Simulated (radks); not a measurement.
# Sb²⁺ inside a hard spherical wall

An exercise on one series of results from a longer session: the logs are not shown, and one member is left open.

Method: scalar-relativistic Kohn-Sham, PBE, spin-polarised, spherical densities, finite nucleus; open shells are filled with parallel spins first. Code: radks (a radial shooting solver on a logarithmic mesh, Libxc functionals) version 1.

## Starting point

```
element            : antimony (Z = 51)
charge             : +2
electrons          : 49
configuration      : [Kr] 4d10 5s2 5p1
nuclear rms radius : 4.6802 fm
```

Outer shells as boxes (Hund's rule):

Sb²⁺
```
[Kr] core
4d [↑↓][↑↓][↑↓][↑↓][↑↓]
5s [↑↓]
5p [↑ ][  ][  ]
```

Set-up of the first run:

Input:

```text
Z 51
configuration [Kr] 4d10 5s2 5p1 6s0 4f0 5d0
relativity scalar-relativistic
functional pbe,pbe
spin polarised
nucleus finite rms 4.6802 fm
c 137.035999084
```

Among the steps run: The free atom; Wall at 20 bohr; Wall at 15 bohr; Wall at 10 bohr; Wall at 8 bohr; Wall at 5 bohr; Wall at 4 bohr; Wall at 3.5 bohr; Wall at 2.5 bohr; Wall at 2 bohr; Wall at 1.5 bohr.

One table of the session follows, with a row left open; its other results are not shown here.

| R (bohr) | E − E(free) (eV) | ε(5p) (eV) | ε(6s, empty) (eV) | ε(5d, empty) (eV) |
| --- | --- | --- | --- | --- |
| free | 0.000 | -20.514 | -10.023 | -9.808 |
| 20 | -0.000 | -20.514 | -10.023 | -9.808 |
| 15 | -0.000 | -20.514 | -10.022 | -9.808 |
| 10 | 0.000 | -20.514 | -9.977 | -9.795 |
| 8 | 0.002 | -20.510 | -9.603 | -9.679 |
| 5 | 0.643 | -19.771 | -1.525 | -6.657 |
| 4 | 4.126 | -17.100 | 13.402 | -0.600 |
| 3.5 | 10.487 | -13.266 | 30.056 | 6.469 |
| 2.5 | ? | ? | ? | ? |
| 2 | 251.55 | 70.825 | 266.69 | 116.25 |
| 1.5 | 1023.5 | 249.82 | 657.57 | 307.88 |

Estimate the missing values for R (bohr) = 2.5.

Worked estimate for «E − E(free) (eV)». A straight line through the neighbours (3.5, 10.487) and (2, 251.55) gives 10.487 + (251.55 − 10.487) × (2.5 − 3.5) / (2 − 3.5) = 171.196; a parabola fitted to 4 rows on both sides gives 25.210.

As computed: E − E(free) (eV): 77.566; ε(5p) (eV): 15.507; ε(6s, empty) (eV): 123.80; ε(5d, empty) (eV): 48.679. In «E − E(free) (eV)» the line misses by +93.630 and the parabola by -52.356.

Shells are not refilled when levels cross, and a hard wall is a model, not a crystal.
